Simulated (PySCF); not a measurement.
GaH3: MP2 correlation energy with HF

GaH3, in a box:

```
Ga H
1.0
    11.00000    0.00000    0.00000
     0.00000   12.00000    0.00000
     0.00000    0.00000   11.00000
Ga H
1 3
Direct
  0.47540 0.51672 0.50295
  0.58804 0.54661 0.58406
  0.42399 0.39481 0.50248
  0.41433 0.60869 0.42212
```

```json
{
 "Program": "PySCF 2.14.0",
 "Task": "MP2 correlation energy",
 "Functional": "HF",
 "Potentials or basis": "def2-svp (all-electron)",
 "k mesh": "1 × 1 × 1",
 "Occupations": "fixed",
 "Spin": "no spin polarisation",
 "Exponents discarded below (exp_to_discard)": "0 1/bohr^2",
 "Frozen core bands": "9",
 "conv_tol": "1e-08 Ha",
 "max_cycle": "60",
 "exxdiv": "ewald",
 "Relativity": "none",
 "Coulomb method": "Gaussian density fitting (GDF)",
 "Three-centre integrals": "read from an earlier run's file"
}
```

The gap between the frontier levels is 12.66 eV. The mulliken charges are Ga +0.47; H -0.16 e and the MP2 correlation energy per cell is -8.106 eV.

Levels at points of the mesh, in eV from the valence-band top:
```
           k point  band 15  band 16  band 17  band 18  band 19  band 20
(0.00, 0.00, 0.00)    -4.83     0.00     0.00    12.66    16.41    16.51
```

Wall time 4.2 s on 2 threads of Intel(R) Xeon(R) Processor @ 2.70GHz (shared host), peak memory 1.4 GiB.

Caveat: the basis is small and the box finite, so much correlation energy is missing and levels can be off by tenths of an eV; Mulliken charges move with the basis; this is a molecule in a periodic box at the Γ point, so its band gap is the HOMO-LUMO gap; total energy, band gap and charges are those of the mean-field reference; relativity is left out, which matters for the heavier elements; the basis of atomic orbitals isn't converged, which shifts pressures, moduli and gaps.
